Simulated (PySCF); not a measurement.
# CH5AlCl2Si (AlCl2(CH2SiH3)): the cost of one run

Computed with PySCF 2.14.0, with density-fitted response routines of our own, on a single molecule in the gas phase. Atoms count from 0, in the outputs and in this text.

### 1 Starting geometry

10 atoms, charge 0, multiplicity 1; geometry from: GFN2-xTB. The atoms were then displaced at random by about 0.03 Å, so the start is not that level's minimum.

Bonds of the start (Å): Al0–Cl1 1.96, Al0–Cl2 2.16, Al0–C3 1.90, C3–Si4 1.93, C3–H5 1.19, C3–H6 1.06, Si4–H7 1.52, Si4–H8 1.53, Si4–H9 1.45.

### 2 Relaxing the molecule at PBE0-D3(BJ)/def2-SVP

Job settings and geometry (Å):

```
{"job": {"xc": "PBE0", "basis": "def2-SVP", "d3": "d3bj", "grid": 1, "maxiter": 40, "shake": 0.03, "kind": "geom"}, "charge": 0, "multiplicity": 1}
Al     0.907220     1.322510    -0.685530
Cl     2.861400     1.423060    -0.615810
Cl    -0.216360     3.162320    -0.690350
C     -0.042560    -0.316550    -0.756190
Si    -0.621540    -0.987620     0.956280
H     -1.074350    -0.196490    -1.333770
H      0.488210    -1.095180    -1.242600
H      0.644830    -1.162760     1.770690
H     -1.483270     0.021540     1.720040
H     -1.338940    -2.247590     0.881640
```

The run is started by

```sh
OMP_NUM_THREADS=1 python probes_run.py task.json out
```

One launch serves the whole session: the jobs run in the order shown.

Q: Estimate the wall time and peak memory of this first job on 1 thread of Intel Xeon at 2.50GHz, shared host.

About 98 s, with a peak of 0.43 GiB.
